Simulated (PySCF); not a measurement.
# C₈H₁₄NP: vibronic structure

Wanted: vibronic structure for C₈H₁₄NP (`C/C(=P\CC#N)C(C)(C)C`).

Programs: PySCF 2.14.0, with routines of our own; each step states its level. All values are computed. Atoms count from 0.

## 1. The starting structure

24 atoms, charge 0, multiplicity 1; geometry from: GFN2-xTB.

## 2. Vibronic structure: TDA B3LYP/def2-SV(P)

What the job is given:

```
{"job": {"kind": "vib", "xc": "B3LYP", "basis": "def2-SV(P)", "tda": true}, "charge": 0, "multiplicity": 1}
C      1.014044     0.275639     1.259820
C      0.305343    -0.196145     0.026364
P      1.054760    -1.041555    -1.225246
C      2.850277    -1.166840    -0.621061
C      3.488014     0.112083    -0.654585
N      3.968623     1.150390    -0.698455
C     -1.172163     0.116584    -0.096886
C     -1.360893     1.640223    -0.093608
C     -1.754410    -0.433959    -1.399886
C     -1.937120    -0.515697     1.074563
H      0.343058     0.803687     1.930377
H      1.440690    -0.565666     1.810331
H      1.833377     0.948252     1.003923
H      3.371721    -1.841463    -1.306838
H      2.885641    -1.584771     0.388201
H     -2.410682     1.883354    -0.240261
H     -1.038065     2.085855     0.843081
H     -0.785675     2.087318    -0.902019
H     -2.814098    -0.195920    -1.466901
H     -1.250468     0.003954    -2.259793
H     -1.642143    -1.516051    -1.446600
H     -1.798575    -1.595167     1.070030
H     -2.999691    -0.304153     0.979051
H     -1.603299    -0.130188     2.033954
```

Level: TDA B3LYP/def2-SV(P) vertical-gradient vibronic structure (displaced harmonic oscillators, Condon), gas phase.

Command:

```console
> OMP_NUM_THREADS=1 python excited_run.py task.json out
```

One launch serves the whole session: the jobs run in the order shown.

Log:

```text
final grid: 87584 points
cycle   1  E = -708.8400606774  dE =  1.030e+00  |g| = 6.379e-01  |ddm| = 5.074e+00
cycle   2  E = -708.5825096860  dE =  2.576e-01  |g| = 1.202e+00  |ddm| = 1.933e+00
cycle   3  E = -708.9317448625  dE = -3.492e-01  |g| = 2.708e-01  |ddm| = 1.371e+00
cycle   4  E = -708.9496699818  dE = -1.793e-02  |g| = 3.856e-02  |ddm| = 2.717e-01
cycle   5  E = -708.9499813657  dE = -3.114e-04  |g| = 1.357e-02  |ddm| = 6.247e-02
cycle   6  E = -708.9500336763  dE = -5.231e-05  |g| = 3.073e-03  |ddm| = 2.602e-02
cycle   7  E = -708.9500354530  dE = -1.777e-06  |g| = 1.497e-03  |ddm| = 4.583e-03
cycle   8  E = -708.9500359870  dE = -5.341e-07  |g| = 5.601e-04  |ddm| = 2.433e-03
cycle   9  E = -708.9500360684  dE = -8.140e-08  |g| = 9.974e-05  |ddm| = 7.430e-04
cycle  10  E = -708.9500360709  dE = -2.477e-09  |g| = 3.161e-05  |ddm| = 1.611e-04
cycle  11  E = -708.9500360711  dE = -1.910e-10  |g| = 1.927e-05  |ddm| = 7.552e-05
converged SCF energy = -708.9500360711

Singlet excitations (eV, f): 4.755 (0.0052)  5.700 (0.3213)  5.870 (0.0246)  6.335 (0.0109)  6.518 (0.0071)  6.696 (0.0050)

State S1  4.7555 eV  f = 0.00523  H-1->L 0.98
  relaxed dipole 2.837 D, largest gradient of the excitation energy 0.0638 Eh/bohr
  mode    cm-1        S   lambda/meV  Raman
    9    270.2    2.4929      83.5   0.233
   38   1290.9    0.4680      74.9   1.000
    7    197.8    2.2932      56.2   0.115
   33   1121.9    0.3185      44.3   0.514
   22    790.6    0.4140      40.6   0.332
   18    490.7    0.6385      38.8   0.197
   17    447.4    0.3180      17.6   0.082
    8    218.7    0.5120      13.9   0.031
    4    133.4    0.6756      11.2   0.015
   20    660.3    0.0768       6.3   0.043
   32   1057.4    0.0469       6.1   0.067
   37   1271.9    0.0365       5.8   0.076
  reorganisation energy 0.4421 eV, total S 9.629, 0-0 4.3134 eV
  absorption maximum 4.711 eV, width 0.478 eV

State S2  5.7003 eV  f = 0.32133  H->L 0.80
  relaxed dipole 4.013 D, largest gradient of the excitation energy 0.0668 Eh/bohr
  mode    cm-1        S   lambda/meV  Raman
   38   1290.9    0.9910     158.6   1.000
    3     66.9    6.4011      53.1   0.017
    2     57.3    6.1391      43.6   0.012
   24    951.3    0.1871      22.1   0.103
   35   1217.3    0.1193      18.0   0.107
   27    971.7    0.1449      17.5   0.083
   19    517.9    0.2675      17.2   0.043
   37   1271.9    0.1072      16.9   0.105
    4    133.4    0.6829      11.3   0.007
   20    660.3    0.1213       9.9   0.032
    9    270.2    0.2584       8.7   0.011
   23    858.9    0.0744       7.9   0.033
  reorganisation energy 0.4448 eV, total S 16.293, 0-0 5.2555 eV

State S3  5.8696 eV  f = 0.02456  H-2->L 0.89
  relaxed dipole 2.662 D, largest gradient of the excitation energy 0.0838 Eh/bohr
  mode    cm-1        S   lambda/meV  Raman
   37   1271.9    0.4772      75.2   1.000
   22    790.6    0.7618      74.7   0.617
   38   1290.9    0.3920      62.7   0.846
   20    660.3    0.5168      42.3   0.292
   35   1217.3    0.2565      38.7   0.492
   18    490.7    0.5979      36.4   0.187
   34   1154.6    0.2230      31.9   0.385
    9    270.2    0.7832      26.2   0.074
   19    517.9    0.3454      22.2   0.120
   52   2389.8    0.0546      16.2   0.404
   23    858.9    0.1018      10.8   0.097
    5    156.4    0.5516      10.7   0.017
  reorganisation energy 0.5239 eV, total S 6.275, 0-0 5.3458 eV
  absorption maximum 5.808 eV, width 0.602 eV

State T1  2.7946 eV  f = 0.00000  H->L 0.98
  relaxed dipole 3.628 D, largest gradient of the excitation energy 0.0831 Eh/bohr
  mode    cm-1        S   lambda/meV  Raman
   38   1290.9    1.0912     174.6   1.000
   35   1217.3    0.3047      46.0   0.248
   23    858.9    0.3146      33.5   0.128
   20    660.3    0.3150      25.8   0.076
   21    686.6    0.2831      24.1   0.073
   24    951.3    0.2040      24.1   0.102
   37   1271.9    0.1392      22.0   0.124
   27    971.7    0.1725      20.8   0.090
   16    433.6    0.2606      14.0   0.027
    9    270.2    0.2941       9.9   0.012
    3     66.9    0.8576       7.1   0.002
   30   1030.0    0.0488       6.2   0.028
  reorganisation energy 0.4367 eV, total S 5.042, 0-0 2.3579 eV
  absorption maximum 2.702 eV, width 0.570 eV
```

Wall time 63 s (1 thread of Arm Neoverse V1, shared host); peak memory 1.1 GiB.

The fields below are evaluated on a grid from the run's orbitals.

Frontier orbitals at B3LYP/def2-SV(P), with the share of their density that lies nearest to each atom:

```tsv
orbital	energy (eV)	lies on
HOMO	-6.78	P2 44 %; C1 32 %
LUMO	-1.59	P2 39 %; C1 37 %
```

ELF in a plane through or near 7 of the atoms.

Values, 10 rows by 14 columns:
```
0.00 0.00 0.00 0.00 0.00 0.00 0.00 0.00 0.00 0.00 0.00 0.00 0.00 0.00
0.00 0.00 0.00 0.00 0.00 0.00 0.01 0.01 0.00 0.00 0.00 0.00 0.00 0.00
0.00 0.00 0.00 0.00 0.01 0.06 0.73 0.98 0.01 0.00 0.00 0.00 0.00 0.00
0.00 0.00 0.00 0.00 0.05 0.63 0.54 0.92 0.04 0.19 0.02 0.00 0.00 0.00
0.00 0.00 0.05 0.07 0.02 0.37 0.87 0.29 0.48 0.41 0.82 0.27 0.00 0.00
0.00 0.00 0.07 0.59 0.54 0.23 0.65 0.85 0.31 0.31 0.34 0.04 0.00 0.00
0.00 0.00 0.56 0.96 0.76 0.22 0.17 0.05 0.60 0.50 0.64 0.01 0.00 0.00
0.00 0.00 0.85 0.96 0.08 0.91 0.97 0.05 0.98 0.51 0.55 0.02 0.00 0.00
0.00 0.00 0.00 0.00 0.02 0.69 0.68 0.01 0.33 0.07 0.01 0.00 0.00 0.00
0.00 0.00 0.00 0.00 0.00 0.00 0.00 0.00 0.00 0.00 0.00 0.00 0.00 0.00
```
The map spans 12.8 Å across and 9.6 Å up, centred on the molecule. Atoms in the plane (x, y in Å): C0 (-0.9, 1.3), C1 (-0.3, 0.0), P2 (-1.2, -1.5), C3 (-3.0, -0.8), H10 (-0.1, 2.1), H13 (-3.7, -1.7), H20 (1.3, -2.2).

log10 of the density (e/Å³) in the same plane.

Values, 10 rows by 14 columns:
```
-4.0 -4.0 -4.0 -4.0 -4.0 -4.0 -4.0 -4.0 -4.0 -4.0 -4.0 -4.0 -4.0 -4.0
-4.0 -4.0 -4.0 -4.0 -4.0 -3.3 -2.8 -2.9 -3.5 -4.0 -4.0 -4.0 -4.0 -4.0
-4.0 -4.0 -4.0 -3.8 -2.6 -1.6 -1.0 -1.0 -2.2 -2.6 -3.3 -4.0 -4.0 -4.0
-4.0 -4.0 -3.1 -2.5 -1.7 -0.2  0.3 -0.4 -1.3 -1.3 -2.1 -3.1 -4.0 -4.0
-4.0 -3.0 -1.9 -1.3 -1.4 -0.5  0.2 -0.5 -0.3 -0.4 -0.8 -2.1 -3.6 -4.0
-4.0 -2.7 -1.4 -0.1 -0.1 -0.6  0.2  0.1  0.2 -0.5 -1.1 -2.2 -3.6 -4.0
-4.0 -2.7 -1.1  0.2  0.1  0.4  0.1 -0.9 -0.2 -0.3 -1.1 -2.5 -3.9 -4.0
-4.0 -3.2 -1.6 -0.8 -1.2 -0.3 -0.4 -1.2  0.0 -0.5 -1.3 -2.8 -4.0 -4.0
-4.0 -4.0 -3.3 -2.8 -2.3 -1.6 -1.6 -2.1 -1.7 -2.0 -2.7 -3.8 -4.0 -4.0
-4.0 -4.0 -4.0 -4.0 -4.0 -3.3 -3.3 -3.8 -3.6 -3.7 -4.0 -4.0 -4.0 -4.0
```
The map spans 12.8 Å across and 9.6 Å up, centred on the molecule. Atoms in the plane (x, y in Å): C0 (-0.9, 1.3), C1 (-0.3, 0.0), P2 (-1.2, -1.5), C3 (-3.0, -0.8), H10 (-0.1, 2.1), H13 (-3.7, -1.7), H20 (1.3, -2.2).

On the surface of density 0.002 e/bohr³ the electrostatic potential runs, from the 1st to the 99th percentile, from -1.84 V near N5 to 1.17 V near H14.

## 3. Vibronic structure: TDA HCTH407/def2-SV(P)

The job, as its differences from that of step 2:

```diff
@@ -1,2 +1,2 @@
-{"job": {"kind": "vib", "xc": "B3LYP", "basis": "def2-SV(P)", "tda": true}, "charge": 0, "multiplicity": 1}
+{"job": {"kind": "vib", "xc": "HCTH407", "basis": "def2-SV(P)", "tda": true, "temperature": 200, "grid": 3, "scf": {"max_cycle": 3}, "maxiter": 30}, "charge": 0, "multiplicity": 1}
 C      1.014044     0.275639     1.259820
```

Method: TDA HCTH407/def2-SV(P) vertical-gradient vibronic structure (displaced harmonic oscillators, Condon), gas phase.

Log:

```text
final grid: 283344 points
cycle   1  E = -708.7935461724  dE =  7.694e-01  |g| = 7.546e-01  |ddm| = 5.172e+00
cycle   2  E = -708.2069277541  dE =  5.866e-01  |g| = 1.623e+00  |ddm| = 2.936e+00
cycle   3  E = -708.8812326165  dE = -6.743e-01  |g| = 5.172e-01  |ddm| = 2.369e+00
SCF not converged, last energy = -708.8812326165
```

Wall time 15 s (1 thread of Arm Neoverse V1, shared host); peak memory 0.72 GiB.

Why it failed: The cap of 3 cycles ended the SCF at a gradient of 5.2e-01. Cure: raise the cap. Numbers printed on the way are no properties of the molecule.

## 4. Outcome

| quantity | value |
| --- | --- |
| S1: vertical, reorganisation, 0-0, total S (step 2, TDA B3LYP/def2-SV(P), modes from GFN2-xTB) | 4.76, 0.44, 4.31 eV; 9.6 |
| S2: vertical, reorganisation, 0-0, total S (step 2, TDA B3LYP/def2-SV(P), modes from GFN2-xTB) | 5.70, 0.44, 5.26 eV; 16.3 |
| S3: vertical, reorganisation, 0-0, total S (step 2, TDA B3LYP/def2-SV(P), modes from GFN2-xTB) | 5.87, 0.52, 5.35 eV; 6.3 |
| potential on the surface of density 0.002 e/bohr³, 1st and 99th percentile | -1.84 V and 1.17 V |
| runs | 1 failed, 0 ended on unsound input |

In words: In step 2 the harmonic model is doubtful. Where the total S runs above about 15, the geometry moves far on excitation and the harmonic model is stretched, so its 0-0 value is in doubt. The vibronic model keeps the ground-state modes (from xTB) and shifts them along the gradient alone, so it can miss much of the relaxation that a full optimisation finds. By nearest atom (B3LYP/def2-SV(P)), the HOMO sits on P2 44 %; C1 32 % and the LUMO on P2 39 %; C1 37 %.
